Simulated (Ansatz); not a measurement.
# ScPt: the cost of one run

Computed with Ansatz 0.2.0 (DFT LDA, scalar-relativistic, unless a step's input says otherwise).

### Step 1. The starting structure

The structure is cubic, space group Pm-3m (No. 221). The conventional cell has a = 3.270 Å, b = 3.270 Å, c = 3.270 Å, α = 90.00°, β = 90.00°, γ = 90.00°. Sc (site symmetry m-3m) has 8 Pt at 2.83 Å as nearest neighbours. Around Pt (site symmetry m-3m) lie 8 Sc at 2.83 Å.

Structure file:

```cif
data_structure
_symmetry_space_group_name_H-M 'Pm-3m'
_symmetry_Int_Tables_number 221
_cell_length_a 3.2700
_cell_length_b 3.2700
_cell_length_c 3.2700
_cell_angle_alpha 90.000
_cell_angle_beta 90.000
_cell_angle_gamma 90.000
_cell_volume 34.97
loop_
_atom_site_label
_atom_site_type_symbol
_atom_site_symmetry_multiplicity
_atom_site_Wyckoff_symbol
_atom_site_fract_x
_atom_site_fract_y
_atom_site_fract_z
_atom_site_occupancy
Sc1 Sc 1 b 0.50000 0.50000 0.50000 1
Pt1 Pt 1 a 0.00000 0.00000 0.00000 1
```

The file gives the conventional cell by its symmetry; the runs use the cell typed in the input.

Atoms are numbered in the order of the input: Sc1, Pt2.

### Step 2. After the deformation

Space group Pm-3m before, P4/mmm after.

### Step 3. LAPW, all electrons

Contents of input.yaml:

```yaml
crystal:
  lattice:
    - [3.3027, 0.0, 0.0]
    - [0.0, 3.3027, 0.0]
    - [0.0, 0.0, 3.27]
  atoms:
    - { symbol: Sc, position: [0.5, 0.5, 0.5] }
    - { symbol: Pt, position: [0.0, 0.0, 0.0] }
kpoints:
  mp_grid: { grid: [10, 10, 10] }
  band_path:
    path:
      - [0.0, 0.0, 0.0]
      - [0.0, 0.5, 0.0]
      - [0.5, 0.5, 0.0]
      - [0.0, 0.0, 0.0]
      - [0.0, 0.0, 0.5]
      - [0.0, 0.5, 0.5]
      - [0.5, 0.5, 0.5]
      - [0.0, 0.0, 0.5]
      - [0.0, 0.5, 0.0]
    npoints: 5
scf:
  occupations: { method: fermi_dirac, width: 0.05 }
hamiltonian:
  xc: lda
  pseudopotentials: { kind: all_electron, lapw: { basis_error: 0.00025 } }
output:
  forces: true
  stress: true
  eigenvalues: true
```

Launch:

```console
$ ansatz run input.yaml --threads 1 --pin off --max-ram 3072MiB --backend cpu --events-out ev --progress --plain --runs-dir out
```

Q: Estimate wall time and peak memory on 1 thread of Intel Xeon 6975P-C (Granite Rapids), shared host.

About 29 s, with a peak of 0.66 GiB.
